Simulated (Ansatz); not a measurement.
# SrGaSi, space group P-6m2: the orbital character of the bands

Program: the Ansatz DFT code, driven from Python.

`run_fatbands.py`:
```python
'''Orbital character of the bands of SrGaSi.'''

from pathlib import Path

import ansatz as az
import numpy as np
import pandas as pd

vectors = np.array([
    [4.17958, 0.0, 0.0],
    [-2.08979, 3.61962, 0.0],
    [0.0, 0.0, 4.73582],
])
cell = (
    az.Lattice.of(vectors)
    .atom('Sr', [0.0, 0.0, 0.0])
    .atom('Ga', [1 / 3, 2 / 3, 0.5])
    .atom('Si', [2 / 3, 1 / 3, 0.5])
)

points = {'G': (0.0, 0.0, 0.0), 'M': (0.5, 0.0, 0.0), 'K': (0.33333, 0.33333, 0.0), 'A': (0.0, 0.0, 0.5), 'L': (0.5, 0.0, 0.5), 'H': (0.33333, 0.33333, 0.5)}
setup = (
    cell.calculation()
    .occupations('cold', width=0.15)
    .functional('pbesol')
    .kpoints(spacing=0.32)
    .scf(tolerance=1e-07)
    .band_structure(list(points.values()), intervals=1)
    .fat_bands()
)
res = setup.run(threads=1)
rep = res.report
file = Path(res.write_results('results')) / 'fatbands.tsv'
names = file.read_text().splitlines()[0].lstrip('# ').split('\t')
table = pd.read_csv(file, sep='\t', comment='#', names=names)
near = table[table.e_minus_ef.abs() < 4]
for ik, label in enumerate(points):
    print(label)
    for _, row in near[near.ik == ik].iterrows():
        main = row[names[4:]].astype(float).nlargest(2)
        print(f'   band {int(row.band):3d} {row.e_minus_ef:7.3f} eV  ' + ', '.join(f'{k} {v:.2f}' for k, v in main.items()))
```

```console
$ python run_fatbands.py
DeckWarning: basis.ecutwfc = 420 eV, auto-derived from the records' recommended cutoffs: set by Sr (normal level)
G
   band  10  -1.857 eV  si2_l1_3P 0.57, ga1_l1_4P 0.39
   band  11  -1.153 eV  si2_l1_3P 0.56, ga1_l1_4P 0.38
   band  12  -1.153 eV  si2_l1_3P 0.56, ga1_l1_4P 0.38
   band  13  -0.163 eV  sr0_l0_5S 0.39, si2_l0_3S 0.09
   band  14   0.252 eV  si2_l0_3S 0.47, ga1_l0_4S 0.47
   band  15   2.860 eV  ga1_l1_4P 0.52, si2_l1_3P 0.38
   band  16   2.860 eV  ga1_l1_4P 0.52, si2_l1_3P 0.38
M
   band  11  -2.226 eV  si2_l1_3P 0.58, ga1_l1_4P 0.40
   band  12  -1.514 eV  si2_l1_3P 0.60, ga1_l1_4P 0.32
   band  13  -0.525 eV  ga1_l0_4S 0.18, si2_l0_3S 0.17
   band  14   1.490 eV  ga1_l1_4P 0.58, si2_l1_3P 0.34
   band  15   2.710 eV  sr0_l0_5S 0.43, si2_l0_3S 0.10
   band  16   3.382 eV  ga1_l2_3D 0.00, sr0_l0_4S 0.00
   band  17   3.608 eV  sr0_l0_5S 0.05, ga1_l1_4P 0.01
K
   band  12  -0.877 eV  si2_l1_3P 0.89, ga1_l2_3D 0.00
   band  13  -0.192 eV  ga1_l1_4P 0.84, sr0_l0_4S 0.00
   band  14   2.450 eV  si2_l1_3P 0.13, ga1_l0_4S 0.07
   band  15   2.477 eV  ga1_l1_4P 0.00, si2_l0_3S 0.00
   band  16   3.829 eV  si2_l1_3P 0.03, sr0_l0_5S 0.02
A
   band  11  -0.741 eV  si2_l1_3P 0.63, ga1_l1_4P 0.35
   band  12  -0.741 eV  si2_l1_3P 0.63, ga1_l1_4P 0.35
   band  13   0.694 eV  ga1_l0_4S 0.51, si2_l0_3S 0.46
   band  14   1.486 eV  ga1_l1_4P 0.50, si2_l1_3P 0.26
   band  15   1.486 eV  ga1_l1_4P 0.50, si2_l1_3P 0.26
   band  16   2.803 eV  ga1_l2_3D 0.00, sr0_l1_4P 0.00
   band  17   2.803 eV  ga1_l2_3D 0.00, sr0_l1_4P 0.00
L
   band  11  -2.591 eV  si2_l1_3P 0.57, ga1_l1_4P 0.40
   band  12  -1.785 eV  si2_l1_3P 0.83, sr0_l0_5S 0.07
   band  13  -1.223 eV  ga1_l1_4P 0.78, sr0_l0_5S 0.13
   band  14   0.901 eV  si2_l0_3S 0.24, ga1_l0_4S 0.23
   band  15   3.872 eV  sr0_l0_5S 0.20, sr0_l0_4S 0.00
H
   band  11  -3.643 eV  si2_l1_3P 0.52, ga1_l1_4P 0.44
   band  12  -1.518 eV  si2_l1_3P 0.92, sr0_l1_4P 0.02
   band  13  -0.867 eV  ga1_l1_4P 0.92, sr0_l1_4P 0.03
   band  14   2.666 eV  sr0_l0_5S 0.87, sr0_l0_4S 0.02
```
(Warnings from the package without file and line.)

Caveats:
- The computed bands are complete only to about 2.9 eV above the Fermi level.
- The mesh is modest for a metal, so energies can be off by several to tens of meV an atom and pressures by half a GPa or more; differences at equal mesh fare better.
- This cell is a computed structure, which may not be the phase found in nature.
- Gaps and levels are Kohn-Sham values on a finite set of k-points, without spin-orbit coupling.
- Energies are less the Fermi level and bands count from 0. Only the largest channels are printed, equivalent atoms hold more, and in degenerate sets the split between sites is arbitrary; shells that the potentials lack have no channel.
- Wall time of the script: 3.7 s on 1 thread of Arm Neoverse V2, with other jobs on the host, peak memory 0.44 GiB.

(Lines on the test bed's own set-up are left out of the output.)
